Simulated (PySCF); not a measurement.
**MgBrCl, a cluster of ions: interaction energy**

Wanted: the interaction energy for `[Mg+][Cl]` with `[Br-]`.

Computed with PySCF 2.14.0; each step states its level. No surroundings beyond the atoms listed, unless a continuum is named. Atoms count from 0, parts from 1.

### Step 1. Starting point

3 atoms, charge 0, multiplicity 1; geometry: GFN2-xTB. Parts: 1 = atoms 0–1, `[Mg+][Cl]`, charge 1; 2 = atom 2, `[Br-]`, charge -1.

### Step 2. Geometry optimisation at PBE0-D3(BJ)/def2-SVPD

The job: settings as JSON, then the geometry in Å.

```
{"job": {"xc": "PBE0", "basis": "def2-SVPD", "d3": "d3bj", "grid": 2, "kind": "geom"}, "charge": 0, "multiplicity": 1, "parts": [{"atoms": "0-1", "charge": 1, "multiplicity": 1}, {"atoms": "2-2", "charge": -1, "multiplicity": 1}]}
Mg    -0.782119    -0.256904    -0.762989
Cl     0.726767     0.207307     0.674203
Br    -1.114377    -1.705033    -2.569843
```

Run with:

```console
> OMP_NUM_THREADS=1 python cluster_run.py task.json out
```

One launch serves the whole session: the jobs run in the order shown.

**Question.** The jobs that follow are: CCSD(T)/aug-cc-pVDZ and MP2/aug-cc-pVTZ counterpoise interaction energy, frozen core, gas phase. Predict: point group; rotational constants (main isotopes); interaction energy, CCSD(T) limit estimate; MP2/aug-cc-pVTZ; T1 diagnostic.

**Answer**, as computed:

```
                                  quantity            value
                               point group              C∞v
      rotational constants (main isotopes)   0.98, 0.98 GHz
interaction energy, CCSD(T) limit estimate  -196.6 kcal/mol
                           MP2/aug-cc-pVTZ  -196.1 kcal/mol
                             T1 diagnostic           0.0066
```

**Reading.** The optimisation took 11 steps and gained 0.305 eV; among the bonds of the start, Mg0–Cl1 changed most, from 2.135 to 2.201 Å. The interaction energy leaves out the deformation of the parts, 1.13 kcal/mol; with it the binding is about -195.5 kcal/mol. The estimate adds CCSD(T) less MP2 in the small basis (+0.19 kcal/mol) to extrapolated MP2. Hartree-Fock gives -196.1 against -196.6 kcal/mol.
